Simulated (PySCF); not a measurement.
**SiClF2 (SMILES F[Si](F)Cl) at UCISD/STO-6G**

Aim: the vertical ionisation energy of SiClF2 at UCISD/STO-6G, from 2 runs. Input form: a Python script.

Program for the calculation: PySCF 2.14.0.

9 further runs of the same task are left out: 1 that didn't finish, 8 set aside as unsound or not needed.

## (1) The structure to begin with

SiClF2 has 4 atoms, charge 0, and is taken as a doublet. As SMILES, `F[Si](F)Cl`. The shape is that of a PBE0-D4/def2-TZVP optimisation.

Bond lengths: F1–Si2 1.585 Å, Si2–F3 1.585 Å, Si2–Cl4 2.036 Å. Angles: F1–Si2–F3 107.0°, F1–Si2–Cl4 108.9°, F3–Si2–Cl4 108.9°.

## (2) A single-point energy at UCISD/STO-6G

job.py

```python
from pyscf import gto, scf, ci

mol = gto.Mole()
mol.atom = [
    ('F', (1.308200, 0.129000, 0.798000)),
    ('Si', (0.221200, -0.316500, -0.265700)),
    ('F', (-0.871800, -1.157400, 0.514900)),
    ('Cl', (-0.657600, 1.344900, -1.047300)),
]
mol.basis = 'sto-6g'
mol.spin = 1
mol.max_memory = 1860
mol.verbose = 4
mol.charge = 0
mol.build()

mf = scf.UHF(mol)
mf.conv_tol = 1e-10
mf.kernel()
if not mf.converged:
    mf = mf.newton().run(mf.mo_coeff, mf.mo_occ)

cisd = ci.CISD(mf, frozen=12)
cisd.kernel()
energy = cisd.e_tot
print('E(%s) = %.9f' % ('CISD', energy))
```

Launch:

```console
$ OMP_NUM_THREADS=1 python job.py
```

What it wrote:

```text
PySCF version 2.14.0

[INPUT] num. atoms = 4
[INPUT] num. electrons = 49
[INPUT] charge = 0
[INPUT] spin (= nelec alpha-beta = 2S) = 1
[INPUT] symmetry False subgroup None
[INPUT] Mole.unit = angstrom
[INPUT] Symbol           X                Y                Z      unit          X                Y                Z       unit  Magmom
[INPUT]  1 F      1.308200000000   0.129000000000   0.798000000000 AA    2.472139716156   0.243774670069   1.508001447403 Bohr   0.0
[INPUT]  2 Si     0.221200000000  -0.316500000000  -0.265700000000 AA    0.418007418754  -0.598098318425  -0.502100231297 Bohr   0.0
[INPUT]  3 F     -0.871800000000  -1.157400000000   0.514900000000 AA   -1.647463235396  -2.187169016572   0.973019981539 Bohr   0.0
[INPUT]  4 Cl    -0.657600000000   1.344900000000  -1.047300000000 AA   -1.242683899514   2.541492664928  -1.979110170257 Bohr   0.0

nuclear repulsion = 217.599300010855
number of shells = 16
number of NR pGTOs = 168
number of NR cGTOs = 28
basis = sto-6g
ecp = {}

******** <class 'pyscf.scf.uhf.UHF'> ********
method = UHF
initial guess = minao
damping factor = 0
level_shift factor = 0
DIIS = <class 'pyscf.scf.diis.CDIIS'>
diis_start_cycle = 1
diis_space = 8
diis_damp = 0
SCF conv_tol = 1e-10
SCF conv_tol_grad = None
SCF max_cycles = 50
direct_scf = True
direct_scf_tol = 1e-13
number electrons alpha = 25  beta = 24
Set gradient conv threshold to 1e-05
init E= -943.723030574805
[... the frontier-level lines of each cycle are left out ...]

cycle= 1 E= -943.739742960294  delta_E= -0.0167  |g|= 0.328  |ddm|=  1.9
cycle= 2 E= -943.847674862603  delta_E= -0.108  |g|= 0.0798  |ddm|= 0.753
cycle= 3 E= -943.854051057806  delta_E= -0.00638  |g|= 0.0254  |ddm|= 0.157
cycle= 4 E= -943.855475810461  delta_E= -0.00142  |g|= 0.00534  |ddm|= 0.12
cycle= 5 E= -943.85554751386  delta_E= -7.17e-05  |g|= 0.00198  |ddm|= 0.0248
cycle= 6 E= -943.855558249415  delta_E= -1.07e-05  |g|= 0.000587  |ddm|= 0.00985
cycle= 7 E= -943.85555918245  delta_E= -9.33e-07  |g|= 0.000158  |ddm|= 0.00306
cycle= 8 E= -943.855559244606  delta_E= -6.22e-08  |g|= 4.53e-05  |ddm|= 0.000718
cycle= 9 E= -943.855559249937  delta_E= -5.33e-09  |g|= 1.7e-05  |ddm|= 0.000198
cycle= 10 E= -943.85555925083  delta_E= -8.94e-10  |g|= 3.98e-06  |ddm|= 9.59e-05
cycle= 11 E= -943.85555925087  delta_E= -4e-11  |g|= 1.79e-06  |ddm|= 1.66e-05
Extra cycle  E= -943.855559250877  delta_E= -6.59e-12  |g|= 1.13e-06  |ddm|= 4.25e-06
converged SCF energy = -943.855559250877  <S^2> = 0.75545726  2S+1 = 2.0054498

******** <class 'pyscf.ci.ucisd.UCISD'> ********
CISD nocc = (np.int64(13), np.int64(12)), nmo = (16, 16)
frozen orbitals 12
max_cycle = 50
direct = 0
conv_tol = 1e-09
max_cycle = 50
max_space = 12
lindep = 0
nroots = 1
Init t2, MP2 energy = -0.060456068694551
UCISD converged
E(UCISD) = -943.9281245749128  E_corr = -0.07256532403576019
E(CISD) = -943.928124575
```

It took 1.4 s on 1 thread of Arm Neoverse V1, shared host; peak memory 0.11 GiB.

## (3) The singlet cation at the same level

calc.py

```python
from pyscf import gto, ci

mol = gto.Mole()
mol.atom = [
    ('F', (1.308200, 0.129000, 0.798000)),
    ('Si', (0.221200, -0.316500, -0.265700)),
    ('F', (-0.871800, -1.157400, 0.514900)),
    ('Cl', (-0.657600, 1.344900, -1.047300)),
]
mol.basis = 'sto-6g'
mol.max_memory = 1860
mol.verbose = 3
mol.charge = 1
mol.build()

mf = mol.RHF()
mf.conv_tol = 1e-10
mf.kernel()
if not mf.converged:
    mf = mf.newton().run(mf.mo_coeff, mf.mo_occ)

cisd = ci.CISD(mf, frozen=12)
cisd.kernel()
etot = cisd.e_tot
print('E = %.10f Eh' % etot)
```

Launch:

```console
$ OMP_NUM_THREADS=1 python calc.py
```

What it wrote:

```text
converged SCF energy = -943.582337568936
E(RCISD) = -943.6994410105609  E_corr = -0.1171034416249608
E = -943.6994410106 Eh
```

It took 1.4 s on 1 thread of Arm Neoverse V1, shared host; peak memory 0.12 GiB.

## (4) Summary of results

At UCISD/STO-6G, 12 core orbitals frozen:

| quantity | value |
| --- | --- |
| doublet SiClF2: total energy | -943.92812 Eh |
| doublet SiClF2: dipole moment (Hartree–Fock density) | 2.77 D |
| doublet SiClF2: HOMO energy (Hartree–Fock orbitals) (highest over α and β) | -7.84 eV |
| doublet SiClF2: LUMO energy (Hartree–Fock orbitals) (lowest over α and β) | 4.02 eV |
| doublet SiClF2: correlation energy (12 core orbitals frozen) | -72.6 mEh |
| doublet SiClF2: ⟨S²⟩ of the reference determinant | 0.755 |
| singlet cation: total energy | -943.69944 Eh |
| singlet cation: HOMO energy (Hartree–Fock orbitals) | -18.59 eV |
| singlet cation: LUMO energy (Hartree–Fock orbitals) | -6.87 eV |
| singlet cation: HOMO–LUMO gap (Hartree–Fock orbitals) | 11.72 eV |
| singlet cation: correlation energy (12 core orbitals frozen) | -117.1 mEh |
| vertical ionisation energy (to the singlet cation) | 6.223 eV |

What this shows: Removing an electron at fixed nuclei costs 6.22 eV (144 kcal/mol). Only the singlet of the ionised species was computed; a triplet could lie lower. In a minimal basis such a difference can be off by several eV, whatever the method. Mulliken charges (singlet cation) of the mean-field density run from -0.18 on F1 to +1.45 on Si2.
